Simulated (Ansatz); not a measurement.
# Cu: other elements on the same sites

The task here is to estimate one member of a computed series from the others.

Method: DFT PBEsol, scalar-relativistic, plane waves, PAW, in Ansatz 0.2.0.

1 further run of the same task is left out (set aside as unsound or not needed).

### The starting structure

The structure is hexagonal, space group P6_3/mmc (No. 194). The conventional cell has a = 2.520 Å, b = 2.520 Å, c = 8.235 Å, α = 90.00°, β = 90.00°, γ = 120.00°. Cu (site symmetry -3m) has 12 Cu at 2.52 Å as nearest neighbours. Around Cu (site symmetry -6m2) lie 12 Cu at 2.52 Å.

Structure file:

```cif
data_structure
_symmetry_space_group_name_H-M 'P6_3/mmc'
_symmetry_Int_Tables_number 194
_cell_length_a 2.5198
_cell_length_b 2.5198
_cell_length_c 8.2353
_cell_angle_alpha 90.000
_cell_angle_beta 90.000
_cell_angle_gamma 120.000
_cell_volume 45.28
loop_
_atom_site_label
_atom_site_type_symbol
_atom_site_symmetry_multiplicity
_atom_site_Wyckoff_symbol
_atom_site_fract_x
_atom_site_fract_y
_atom_site_fract_z
_atom_site_occupancy
Cu1 Cu 2 a 0.00000 0.00000 0.00000 1
Cu2 Cu 2 c 0.33333 0.66667 0.25000 1
```

It goes back to an entry of the Materials Project, which need not be the stable form.

This cell was relaxed beforehand with the same method: volume 11.32 Å³/atom, gap on the mesh none (metal).

Set-up of the first run:

input.yaml

```yaml
crystal:
  lattice:
    - [3.3005340985, 0.0, 0.0]
    - [-1.6502670493, 2.8583463754, 0.0]
    - [0.0, 0.0, 10.7868704175]
  atoms:
    - { symbol: Sr, position: [0.0, 0.0, 0.0] }
    - { symbol: Sr, position: [0.3333333333, 0.6666666667, 0.25] }
    - { symbol: Sr, position: [0.0, 0.0, 0.5] }
    - { symbol: Sr, position: [0.6666666667, 0.3333333333, 0.75] }
basis:
  ecutwfc: 420
kpoints:
  mp_grid: { grid: [6, 6, 2] }
hamiltonian:
  xc: pbesol
scf:
  occupations: { method: gaussian, width: 0.1 }
output:
  forces: true
  stress: true
  eigenvalues: true
```

On the command line:

```
$ ansatz run input.yaml --threads 1 --pin off --max-ram 2560MiB --backend cpu --events-out ev --progress --plain --runs-dir out
```

Among the steps run: A first look at the start (Sr); Rough relaxation on the coarse mesh (Sr); Relaxing cell and atoms (Sr).

One of the session's tables, all rows but one given; the rest of the session is left out.

Lengths are those of the vectors of the cell that was run:

```
   swap  volume (Å³/atom)  a (Å)  b (Å)   c (Å)
   none             11.32  2.520  2.520   8.235
Cu → Cd             21.15  2.942  2.942  11.282
Cu → Au                 ?      ?      ?       ?
Cu → Zn             14.05  2.672  2.672   9.086
Cu → Sr             52.12  4.190  4.190  13.712
```

Q: Estimate the row for Cu → Au from the others.

As computed: volume (Å³/atom): 17.02; a (Å): 2.877; b (Å): 2.877; c (Å): 9.497. In the column «volume (Å³/atom)» it lies between Cu → Zn (14.05) and Cu → Cd (21.15).

Lengths are those of the computed cell. Rows of earlier swaps come from the sessions before.
